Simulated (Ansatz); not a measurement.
# LuSc4Se3: what a guessed cell relaxes into

Aim: relax a trial structure of LuSc4Se3 and see where it ends.

Program: Ansatz 0.2.0. Level of theory: DFT PBE, scalar-relativistic, plane waves, PAW. These are calculated values, not measurements.

## (1) Starting point

The structure is cubic, space group Pm-3m (No. 221). The conventional cell has a = 4.860 Å, b = 4.860 Å, c = 4.860 Å, α = 90.00°, β = 90.00°, γ = 90.00°. Lu (site symmetry m-3m) has 6 Sc at 2.43 Å as nearest neighbours. Sc (site symmetry 4/mmm) has 2 Lu at 2.43 Å and 4 Se at 2.43 Å as nearest neighbours. Around Sc (site symmetry m-3m) lie 6 Se at 2.43 Å. Se (site symmetry 4/mmm) has 6 Sc at 2.43 Å as nearest neighbours.

Structure file:

```
CELL_PARAMETERS angstrom
4.85954 0.00000 0.00000
0.00000 4.85954 0.00000
0.00000 0.00000 4.85954
ATOMIC_POSITIONS crystal
Lu 0.00000 0.00000 0.00000
Sc 0.50000 0.00000 0.00000
Sc 0.00000 0.50000 0.00000
Sc 0.00000 0.00000 0.50000
Sc 0.50000 0.50000 0.50000
Se 0.00000 0.50000 0.50000
Se 0.50000 0.00000 0.50000
Se 0.50000 0.50000 0.00000
```

The cell is invented: random cell by space group and Wyckoff sites (Pm-3m, No. 221). The dimensions are guesses.

## (2) The guess as it stands, on a coarse mesh

input.yaml reads:

```yaml
crystal:
  lattice:
    - [4.85953792, 0.0, 0.0]
    - [0.0, 4.85953792, 0.0]
    - [0.0, 0.0, 4.85953792]
  atoms:
    - { symbol: Lu, position: [0.0, 0.0, 0.0] }
    - { symbol: Sc, position: [0.5, 0.0, 0.0] }
    - { symbol: Sc, position: [0.0, 0.5, 0.0] }
    - { symbol: Sc, position: [0.0, 0.0, 0.5] }
    - { symbol: Sc, position: [0.5, 0.5, 0.5] }
    - { symbol: Se, position: [0.0, 0.5, 0.5] }
    - { symbol: Se, position: [0.5, 0.0, 0.5] }
    - { symbol: Se, position: [0.5, 0.5, 0.0] }
basis:
  ecutwfc: 420
kpoints:
  mp_grid: { grid: [4, 4, 4] }
hamiltonian:
  xc: pbe
scf:
  occupations: { method: gaussian, width: 0.1 }
  lower_state_search: "off"
output:
  forces: true
  stress: true
  eigenvalues: true
```

Started as:

```sh
$ ansatz run input.yaml --threads 1 --pin off --max-ram 2048MiB --backend cpu --events-out ev --progress --plain --runs-dir out
```

Further runs follow: coarse relaxation; spin check on a coarse mesh; full relaxation.

**Question.** What will these runs give? Wanted: conventional cell; volume; energy over the elements; gap on the mesh.

**Answer**, as computed:

```
                              quantity                                                                      value
symmetry at the end (tolerance 0.05 Å)                                                space group Pm-3m (No. 221)
                     conventional cell  a = 5.626 Å, b = 5.626 Å, c = 5.626 Å, α = 90.00°, β = 90.00°, γ = 90.00°
                                volume                                                              22.26 Å³/atom
              energy over the elements                                                              -0.71 eV/atom
                       gap on the mesh                                                               none (metal)
```

In words: The space group Pm-3m (No. 221) is kept, and the volume per atom grows by 55.2 % from the first guess. It lies below the elements, which doesn't yet make it stable: competing phases were not computed in this session. No finished test with a distortion of lower symmetry is shown, so the end may be a saddle point. Spin-orbit coupling is left out for Lu. A spin-polarised run here lost its starting moments, which speaks against magnetism, though one start doesn't rule it out. Other magnetic orders were not searched.
